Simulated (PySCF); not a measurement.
# [SnH5]− (SMILES [H][Sn-]([H])([H])([H])[H]) at 6 levels

Wanted: a comparison of 6 runs (B2PLYP/STO-3G, PBE/STO-3G, MP2/STO-3G, BCCD(T)/STO-3G, CCSDT/STO-3G, UCCSD(T)/STO-3G) of [SnH5]−. The job is set up through a Python script.

The calculation is run with PySCF 2.14.0.

10 further runs of the same task are left out: 10 set aside as unsound or not needed.

### 1 The structure to begin with

The species is [SnH5]− (6 atoms), meant as a singlet with charge -1. As SMILES, `[H][Sn-]([H])([H])([H])[H]`. The Sn1–H2 distance was set to 2.263 Å, away from the relaxed value.

Bond lengths: Sn1–H3 1.889 Å, Sn1–H4 1.782 Å, Sn1–H5 1.783 Å, Sn1–H6 1.782 Å. Angles: H3–Sn1–H4 90.0°, H3–Sn1–H5 89.9°, H3–Sn1–H6 90.2°, H4–Sn1–H5 120.0°, H4–Sn1–H6 120.0°, H5–Sn1–H6 119.9°.

### 2 The energy at B2PLYP/STO-3G (run 1)

input.xyz reads:

```xyz
6
H5Sn
Sn     0.004554    -0.000434    -0.376668
H     -0.020070    -0.006290     1.885790
H      0.024354     0.011696    -2.265118
H      1.786884     0.011756    -0.358228
H     -0.898366     1.536946    -0.380508
H     -0.876846    -1.548784    -0.390708
```

job.py reads:

```python
from pyscf import gto, dft, mp

mol = gto.Mole()
mol.atom = 'input.xyz'
mol.charge = -1
mol.verbose = 4
mol.max_memory = 1860
mol.basis = 'sto-3g'
mol.build()

mf = dft.RKS(mol)
mf.xc = '0.53*HF + 0.47*B88, 0.73*LYP'
mf.conv_tol = 1e-10
mf.grids.level = 5
mf.kernel()
if not mf.converged:
    mf = mf.newton().run(mf.mo_coeff, mf.mo_occ)

pt = mp.MP2(mf, frozen=18).run()
etot = mf.e_tot + 0.27 * pt.e_corr
print('PT2 part  %.8f' % (0.27 * pt.e_corr))
print(f'total energy: {etot:.8f} hartree')
```

On the command line:

```bash
$ OMP_NUM_THREADS=1 python job.py
```

Log:

```text
PySCF version 2.14.0

[... 70 lines left out ...]
converged SCF energy = -5967.53739815708
[... 1 line left out ...]
******** <class 'pyscf.mp.mp2.RMP2'> ********
nocc = 10, nmo = 14
frozen orbitals 18
E(RMP2) = -5967.61187355772  E_corr = -0.0744754006401847
E(SCS-RMP2) = -5967.62609193117  E_corr = -0.0886937740913924
E_corr(same-spin) = -0.00078081539634145
E_corr(oppo-spin) = -0.0736945852438433
PT2 part  -0.02010836
total energy: -5967.55750652 hartree
```

Wall time 4.2 s (1 thread of Arm Neoverse V1, shared host); peak memory 0.25 GiB.

### 3 A single-point energy at PBE/STO-3G (run 2)

input.py reads:

```python
from pyscf import gto, dft

mol = gto.M(
    atom='''
Sn     0.008606    -0.000820    -0.711799
H     -0.037927    -0.011886     3.563627
H      0.046022     0.022102    -4.280453
H      3.376721     0.022216    -0.676953
H     -1.697666     2.904407    -0.719056
H     -1.656999    -2.926778    -0.738331
''',
    verbose=3,
    spin=0,
    max_memory=1860,
    unit='bohr',
    charge=-1,
    basis='sto-3g',
)

mf = dft.RKS(mol, xc='pbe')
mf.conv_tol = 1e-10
mf.grids.level = 5
mf.kernel()
if not mf.converged:
    mf = mf.newton().run(mf.mo_coeff, mf.mo_occ)

etot = mf.e_tot
print('E = %.10f Eh' % etot)
```

On the command line:

```bash
$ OMP_NUM_THREADS=1 python input.py
```

Log:

```text
converged SCF energy = -5967.4500470897
E = -5967.4500470897 Eh
```

Wall time 4.2 s (1 thread of Arm Neoverse V1, shared host); peak memory 0.25 GiB.

Runs 3 to 5 aren't shown in full; the table further down has their settings and results.

### 4 The energy at UCCSD(T)/STO-3G (run 6)

job.py reads:

```python
from pyscf import gto, scf, cc

mol = gto.M(
    atom=[
    ('Sn', (0.004554, -0.000434, -0.376668)),
    ('H', (-0.020070, -0.006290, 1.885790)),
    ('H', (0.024354, 0.011696, -2.265118)),
    ('H', (1.786884, 0.011756, -0.358228)),
    ('H', (-0.898366, 1.536946, -0.380508)),
    ('H', (-0.876846, -1.548784, -0.390708)),
],
    max_memory=1860,
    charge=-1,
    verbose=4,
    basis='sto-3g',
)

myscf = scf.UHF(mol)
myscf.conv_tol = 1e-10
myscf.kernel()
if not myscf.converged:
    myscf = myscf.newton().run(myscf.mo_coeff, myscf.mo_occ)
for _ in range(3):
    mo, _, stable, _ = myscf.stability(return_status=True)
    if stable:
        break
    myscf.kernel(myscf.make_rdm1(mo, myscf.mo_occ))

mycc = cc.CCSD(myscf, frozen=18)
mycc.kernel()
e_t = mycc.ccsd_t()
e_final = mycc.e_tot + e_t
print(f'total energy: {e_final:.8f} hartree')
```

On the command line:

```bash
$ OMP_NUM_THREADS=1 python job.py
```

Log:

```text
PySCF version 2.14.0

[... 86 lines left out ...]
converged SCF energy = -5965.89353371804  <S^2> = 1.1485923e-11  2S+1 = 1
[... 14 lines left out ...]
Init t2, MP2 energy = -0.0546576430215693
[... 11 lines left out ...]
UCCSD converged
[... 2 lines left out ...]
total energy: -5965.97722906 hartree
```

Run time: 1.2 s. Hardware: 1 thread of Arm Neoverse V1, shared host; peak memory 0.12 GiB.

### 5 The series

```tsv
run	level	frozen core orbitals	integration grid	energy (Eh)	HOMO energy (eV)	LUMO energy (eV)	HOMO–LUMO gap (eV)	wall time
1	B2PLYP/STO-3G	18	5	-5967.557507	3.48	14.42	10.93	4.2 s
2	PBE/STO-3G	–	5	-5967.450047	5.68	11.86	6.18	4.2 s
3	MP2/STO-3G	18	–	-5965.948191	1.82	17.10	15.28	0.95 s
4	BCCD(T)/STO-3G	18	–	-5965.977234	–	–	–	1.1 s
5	CCSDT/STO-3G	18	–	-5965.977702	1.82	17.10	15.28	1.7 s
6	UCCSD(T)/STO-3G	18	–	-5965.977229	1.82	17.10	15.28	1.2 s
```

### 6 Results

```
                                                    quantity           value
                                         run 6: total energy  -5965.97723 Eh
                  run 6: HOMO energy (Hartree–Fock orbitals)         1.82 eV
                  run 6: LUMO energy (Hartree–Fock orbitals)        17.10 eV
run 6: HOMO–LUMO gap (to an unbound level, set by the basis)        15.28 eV
         run 6: correlation energy (18 core orbitals frozen)       -83.7 mEh
                                       run 6: (T) correction       -1.05 mEh
                                        run 6: T1 diagnostic           0.009
```

Totals of different functionals can't be ranked against each other. In runs 1, 2, 3, 5, 6 the HOMO lies above zero, so the outermost electron may be held by the basis alone. In runs 1, 2, 3, 4, 5, 6 the basis is minimal, so the values are rough. In runs 1, 2, 3, 4, 5, 6 relativity is left out where basis or elements ask for it. All runs together took 13 s, the longest 4.2 s.
